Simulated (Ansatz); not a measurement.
# C: other elements on the same sites

The task here is to estimate one member of a computed series from the others.

Program: Ansatz 0.2.0. Level of theory: DFT r2SCAN, scalar-relativistic, plane waves, PAW. These are calculated values, not measurements.

2 further runs of the same task are left out: 2 set aside as unsound or not needed. Runs told in other sessions of the task aren't counted.

## The structure to begin with

It takes space group P6_3/mmc (No. 194, hexagonal). The conventional cell has a = 2.456 Å, b = 2.456 Å, c = 29.670 Å, α = 90.00°, β = 90.00°, γ = 120.00°. C (site symmetry 3m) has 3 C at 1.42 Å in its first shell of neighbours. C (site symmetry -6m2) is surrounded by 3 C at 1.42 Å.

Structure file:

```xyz
12
Lattice="2.4559 0.0000 0.0000 -1.2279 2.1268 0.0000 0.0000 0.0000 29.6702" Properties=species:S:1:pos:R:3 pbc="T T T"
C     1.2279    0.7089   29.5774
C     1.2279    0.7089   14.7424
C     1.2279    0.7089   21.7913
C     1.2279    0.7089    6.9563
C     0.0000    0.0000   18.2671
C     0.0000    1.4179    6.9562
C     0.0000    0.0000    3.4320
C     1.2279    0.7089   18.2671
C     0.0000    1.4179   21.7914
C     0.0000    1.4179    3.4320
C     0.0000    1.4179   14.7423
C     0.0000    1.4179   29.5775
```

It goes back to an entry of the Materials Project, which need not be the stable form.

It is the result of an earlier relaxation at this level (volume 12.91 Å³/atom; gap on the mesh: 0.01 eV).

The first run:

Input file input.yaml:

```yaml
crystal:
  lattice:
    - [3.1158673062, 0.0, 0.0]
    - [-1.5579336531, 2.6984202419, 0.0]
    - [0.0, 0.0, 37.6438447425]
  atoms:
    - { symbol: Si, position: [0.6666666667, 0.3333333333, 0.9968722152] }
    - { symbol: Si, position: [0.6666666667, 0.3333333333, 0.4968761702] }
    - { symbol: Si, position: [0.6666666667, 0.3333333333, 0.7344514438] }
    - { symbol: Si, position: [0.6666666667, 0.3333333333, 0.2344554246] }
    - { symbol: Si, position: [0.0, 0.0, 0.6156723512] }
    - { symbol: Si, position: [0.3333333333, 0.6666666667, 0.2344514438] }
    - { symbol: Si, position: [0.0, 0.0, 0.1156723512] }
    - { symbol: Si, position: [0.6666666667, 0.3333333333, 0.6156723849] }
    - { symbol: Si, position: [0.3333333333, 0.6666666667, 0.7344554246] }
    - { symbol: Si, position: [0.3333333333, 0.6666666667, 0.1156723849] }
    - { symbol: Si, position: [0.3333333333, 0.6666666667, 0.4968722152] }
    - { symbol: Si, position: [0.3333333333, 0.6666666667, 0.9968761702] }
basis:
  ecutwfc: 500
kpoints:
  mp_grid: { grid: [6, 6, 1] }
hamiltonian:
  xc: r2scan
scf:
  occupations: { method: gaussian, width: 0.1 }
output:
  forces: true
  stress: true
  eigenvalues: true
```

On the command line:

```
$ ansatz run input.yaml --threads 2 --pin off --max-ram 5120MiB --backend cpu --events-out ev --progress --plain --runs-dir out
```

Among the steps run: Probe: one point at the start (Si); Rough relaxation on the coarse mesh (Si); Full relaxation (Si).

One of the session's tables, all rows but one given; the rest of the session is left out.

It belongs to the step «The crystals compared». Lengths are those of the vectors of the cell that was run:

| swap | volume (Å³/atom) | a (Å) | b (Å) | c (Å) |
| --- | --- | --- | --- | --- |
| none | 12.91 | 2.456 | 2.456 | 29.670 |
| C → Ge | 37.97 | 4.034 | 4.034 | 32.333 |
| C → Sn | 54.76 | 4.740 | 4.740 | 33.779 |
| C → Si | ? | ? | ? | ? |

Q: Estimate the row for C → Si from the others.

The run gave: volume (Å³/atom): 32.58; a (Å): 3.864; b (Å): 3.864; c (Å): 30.233. In the column «volume (Å³/atom)» it lies between none (12.91) and C → Ge (37.97).

Lengths are those of the computed cell. Rows of earlier swaps come from the sessions before.

Caveats from the session: The cell is layered and no dispersion term is used, so the spacing and stiffness across the layers are uncertain. Warnings in the runs' records: xc potential rough in thin density, structure snapped to symmetry.
